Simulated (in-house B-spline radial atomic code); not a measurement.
# La²⁺: density, ELF and screening along the radius

How do the shells of La²⁺ show in real space, and how much do the settings move them?

The numbers are computed with in-house B-spline radial atomic code version 1 (several methods, spin-polarised, as named in each step; spherical all-electron atom at the radial basis limit), except any that are marked as measured or tabulated.

**1. The system**

* element: lanthanum (Z = 57)
* charge: +2
* electrons: 55
* configuration: [Xe] 5d1
* nucleus: point (non-relativistic runs) or finite (X2C runs)

The outer shells:

[Xe] 5d1
```
[Xe] core
5d [↑ ][  ][  ][  ][  ]
```

Where spins are not typed, each open shell is filled with up spins first.

**2. BP86, non-rel.**

The run's settings:

```ini
Z = 57
electrons = 55.0
configuration = [Xe] 5d1
hamiltonian = nr
method = b88,p86
spin_polarised = True
```

Command:

```console
$ python run_scf.py task.json out
```

One command runs all members of the session, one after another, from task.json.

**3. LDA (VWN5), X2C**

The run's settings:

```ini
Z = 57
electrons = 55.0
configuration = [Xe] 5d1
hamiltonian = x2c
method = lda,vwn
spin_polarised = True
nucleus = fermi
rms_radius = 4.855
mass_number = 139
atomic_mass = 138.906362927
speed_of_light = 137.035999084
```

**4. PBE, X2C**

Changes to the settings of step 3:

```diff
@@ -4,3 +4,3 @@
 hamiltonian = x2c
-method = lda,vwn
+method = pbe,pbe
 spin_polarised = True
```

**5. Hartree-Fock, X2C**

Changes to the settings of step 4:

```diff
@@ -4,3 +4,3 @@
 hamiltonian = x2c
-method = pbe,pbe
+method = hf
 spin_polarised = True
```

Q: How large is the system in each run, where do the shell borders lie, and what is the highest level?

**Answer**, as computed:

| run | total energy (hartree) | highest level (eV) | radius holding 50 / 90 / 99 % (bohr) | radius at n = 0.001 (bohr) | ELF minima on the full grid (bohr) |
| --- | --- | --- | --- | --- | --- |
| BP86, non-rel. | -8223.9999 | -15.546 | 0.405 / 1.62 / 3.00 | 3.91 | 0.040, 0.15, 0.43, 1.3 |
| LDA (VWN5), X2C | -8484.7195 | -15.126 | 0.399 / 1.59 / 3.01 | 3.92 | 0.041, 0.15, 0.44, 1.0 |
| PBE, X2C | -8491.5015 | -15.006 | 0.399 / 1.60 / 3.00 | 3.92 | 0.041, 0.15, 0.44, 1.0 |
| Hartree-Fock, X2C | -8488.7705 | -18.339 | 0.399 / 1.60 / 3.03 | 3.94 | 0.041, 0.15, 0.44, 1.1 |

In the first run ELF has 4 minima on the grid, which mark the borders between shells. On the record's full grid the screened charge (r times the electrostatic potential) falls from 56.9 near the nucleus to 2.00 at 8.8 bohr; far out it tends to the net charge, 2. The grid is coarse (about 24 % a step), so the places of minima are rough. For X2C runs ELF uses the non-relativistic kinetic energy density, and the fields carry no picture-change correction.
